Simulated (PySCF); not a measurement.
# C4H12OW (WOMe4): the cost of one run

The runs use PySCF 2.14.0, with density-fitted response routines of our own; the level of theory stands in each step. All values are computed, except where a source is named. Atoms count from 0, in the outputs and in this text.

## 1. Starting geometry

18 atoms, charge 0, multiplicity 1; geometry from: GFN2-xTB. The atoms were then displaced at random by about 0.03 Å, so the start is not that level's minimum.

Bonds of the start (Å): W0–O1 1.68, W0–C2 2.13, W0–C6 2.30, W0–C10 2.31, W0–C14 2.20, C2–H3 1.21, C2–H4 1.12, C2–H5 1.11, C6–H7 1.12, C6–H8 1.10, C6–H9 1.14, C10–H11 1.09, C10–H12 1.09, C10–H13 1.11, C14–H15 1.06, C14–H16 1.08, C14–H17 1.09.

## 2. Relaxing the molecule at PBE0-D3(BJ)/def2-SVP

The job: settings as JSON, then the geometry in Å.

```
{"job": {"xc": "PBE0", "basis": "def2-SVP", "d3": "d3bj", "grid": 1, "maxiter": 40, "shake": 0.03, "kind": "geom"}, "charge": 0, "multiplicity": 1}
W      0.062930    -0.075420     0.679210
O     -0.008780    -0.015430     2.352480
C      2.047160    -0.015980    -0.096920
H      2.823270     0.822270     0.309840
H      2.160630     0.068430    -1.205400
H      2.672710    -0.901900     0.159630
C      0.036240     2.099580    -0.074950
H     -0.066730     2.171840    -1.192500
H      0.914380     2.700060     0.194700
H     -0.816130     2.719580     0.357040
C     -2.137700    -0.000150    -0.025700
H     -2.663990     0.927690     0.183260
H     -2.812590    -0.770460     0.341050
H     -2.233810    -0.112530    -1.129950
C     -0.020790    -2.134170    -0.081800
H     -0.935420    -2.627730     0.113550
H      0.789240    -2.695790     0.353370
H      0.133050    -2.142950    -1.159180
```

Started as:

```bash
> OMP_NUM_THREADS=1 python probes_run.py task.json out
```

This one command runs all jobs of the session in turn.

Q: Estimate the wall time and peak memory of this first job on 1 thread of Arm Neoverse N1, shared host.

About 6.3 min, with a peak of 0.65 GiB.
